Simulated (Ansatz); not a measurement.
# BrClH2Mg: the cost of one run

Program: Ansatz 0.2.0. Level of theory: RHF/def2-SVP. These are calculated values, not measurements.

### Step 1. Reference run: BrClH₂Mg, relaxed

input.yaml

```yaml
crystal:
  periodic: [false, false, false]
  atoms:
    - { symbol: Mg, position_ang: [-0.440353, -0.491843, 0.623894] }
    - { symbol: H, position_ang: [0.44125, 1.456111, -0.136968] }
    - { symbol: Cl, position_ang: [-1.51196, -1.046792, 2.458897] }
    - { symbol: H, position_ang: [0.624528, 0.797174, -0.832859] }
    - { symbol: Br, position_ang: [0.886435, -0.714649, -2.112964] }
basis:
  gaussian: { orbitals: def2-SVP }
hamiltonian:
  xc: hf
output:
  forces: true
relax:
  f_tol: 0.02
  max_steps: 120
  constraints:
    - { distance: [0, 4] }
    - { distance: [1, 3] }
    - { distance: [0, 1] }
    - { distance: [3, 4] }
  escape_saddle: false
```

Launch:

```sh
ansatz run input.yaml --threads 1 --pin off --max-ram 2560MiB --backend cpu --events-out ev --progress --plain --runs-dir out
```

What time and memory should one allow on 1 thread of Arm Neoverse V1, shared host?

About 5.3 s, with a peak of 0.14 GiB.
